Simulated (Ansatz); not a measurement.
# ZnInH₃O: how energies converge with the basis set

Aim: see how fast density functionals converge with the basis set for ZnInH₃O.

The runs use Ansatz 0.2.0, Gaussian basis; one geometry, several basis sets.

Plan: PBE0-D4/def2-SVP; ωB97M-V/def2-SVP; PBE0-D4/def2-QZVPP; ωB97M-V/def2-QZVPP; the functionals' def2-TZVPP values are taken from earlier runs.

**1. The geometry**

All runs share one geometry, relaxed beforehand with PBE0-D4/def2-TZVP. In takes the def2 core potential; no spin-orbit term is included.

SMILES `[OH][InH][ZnH]`, 6 atoms, charge 0, spin multiplicity 1.

Atoms are counted from 1 here; the program's logs count them from 0.

Bond lengths: O1–In2 2.007 Å, O1–H4 0.960 Å, In2–Zn3 2.587 Å, In2–H5 1.737 Å, Zn3–H6 1.563 Å. Angles: In2–O1–H4 113.1°, O1–In2–Zn3 110.3°, O1–In2–H5 110.6°, Zn3–In2–H5 139.1°, In2–Zn3–H6 179.8°.

**2. PBE0-D4 in def2-SVP**

in.yaml reads:

```yaml
crystal:
  periodic: [false, false, false]
  atoms:
    - {symbol: O, position_ang: [-1.380977, -1.036851, -0.744819]}
    - {symbol: In, position_ang: [0.214268, 0.175472, -0.627345]}
    - {symbol: Zn, position_ang: [0.867915, 0.562825, 1.845790]}
    - {symbol: H, position_ang: [-1.658982, -1.208304, -1.647432]}
    - {symbol: H, position_ang: [0.741119, 0.649180, -2.213441]}
    - {symbol: H, position_ang: [1.258857, 0.793777, 3.341048]}
basis:
  gaussian: {orbitals: def2-SVP}
hamiltonian: {xc: pbe0, dispersion: d4}
output: {orbitals: {seedname: orbitals}}
```

Launch:

```bash
$ ansatz run in.yaml --threads 4 --pin off --events-out ev --progress --plain --max-ram 10444MiB
```

After this run come: ωB97M-V in def2-SVP; PBE0-D4 in def2-QZVPP; ωB97M-V in def2-QZVPP.

Before running them: what should the planned runs give, taken together? Wanted: PBE0-D4: double and triple zeta above quadruple; ωB97M-V: double and triple zeta above quadruple.

**Answer**, as computed:

| quantity | value |
| --- | --- |
| PBE0-D4: double and triple zeta above quadruple | 11.36, 1.35 eV |
| ωB97M-V: double and triple zeta above quadruple | 11.43, 1.32 eV |

What this shows: For PBE0-D4 the step from double to triple zeta gains 10.02 eV and the next only 1.35 eV. Total energies overstate the basis error of differences, where much of it tends to cancel.
